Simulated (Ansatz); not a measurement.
**C2H5InO: small, medium and large basis sets**

How large a basis does C2H5InO need? Two functionals are run in growing sets.

Method: one geometry, several basis sets; program: Ansatz 0.2.0, Gaussian basis.

Plan: PBE0-D4/def2-SVP; ωB97M-V/def2-SVP; PBE0-D4/def2-QZVPP; ωB97M-V/def2-QZVPP; the functionals' def2-TZVPP values are taken from earlier runs.

**1. The relaxed structure**

All runs share one geometry, relaxed beforehand with PBE0-D4 in a triple-zeta def2 set. In takes the def2 core potential; no spin-orbit term is included.

SMILES `C[C](=O)[InH2]`, 9 atoms, charge 0, spin multiplicity 1.

Atoms are counted from 1 here; the program's logs count them from 0.

Bond lengths: C1–C2 1.499 Å, C1–H5 1.093 Å, C1–H6 1.095 Å, C1–H7 1.095 Å, C2–O3 1.209 Å, C2–In4 2.211 Å, In4–H8 1.725 Å, In4–H9 1.725 Å. Angles: C2–C1–H5 111.2°, C2–C1–H6 109.2°, C2–C1–H7 109.1°, H5–C1–H6 110.2°, H5–C1–H7 110.2°, H6–C1–H7 106.8°, C1–C2–O3 122.1°, C1–C2–In4 127.4°, O3–C2–In4 110.5°, C2–In4–H8 118.8°, C2–In4–H9 118.8°, H8–In4–H9 121.5°.

**2. PBE0-D4 in def2-SVP**

File in.yaml:

```yaml
crystal:
  periodic: [false, false, false]
  atoms:
    - {symbol: C, position_ang: [0.344366, 1.187981, -0.839107]}
    - {symbol: C, position_ang: [0.606971, -0.087086, -0.096193]}
    - {symbol: O, position_ang: [1.705829, -0.590261, -0.051569]}
    - {symbol: In, position_ang: [-0.847814, -1.304767, 1.038770]}
    - {symbol: H, position_ang: [1.255318, 1.565495, -1.309789]}
    - {symbol: H, position_ang: [-0.427239, 1.011083, -1.595074]}
    - {symbol: H, position_ang: [-0.058668, 1.931615, -0.144251]}
    - {symbol: H, position_ang: [-1.599822, -2.644660, 0.254646]}
    - {symbol: H, position_ang: [-0.978940, -1.069402, 2.742578]}
basis:
  gaussian: {orbitals: def2-SVP}
hamiltonian: {xc: pbe0, dispersion: d4}
output: {orbitals: {seedname: orbitals}}
```

Run with:

```bash
ansatz run in.yaml --threads 2 --pin off --events-out ev --progress --plain --max-ram 4352MiB
```

The runs that follow: ωB97M-V in def2-SVP; PBE0-D4 in def2-QZVPP; ωB97M-V in def2-QZVPP.

Q: Predict the results of all the runs planned. Wanted: PBE0-D4: double and triple zeta above quadruple; ωB97M-V: double and triple zeta above quadruple.

**Answer**, as computed:

```
                                       quantity          value
PBE0-D4: double and triple zeta above quadruple  5.33, 0.28 eV
ωB97M-V: double and triple zeta above quadruple  5.55, 0.27 eV
```

In words: For PBE0-D4 the step from double to triple zeta gains 5.05 eV and the next only 0.28 eV. These are total energies; as a rule much of such shifts cancels in differences, which this series doesn't test.
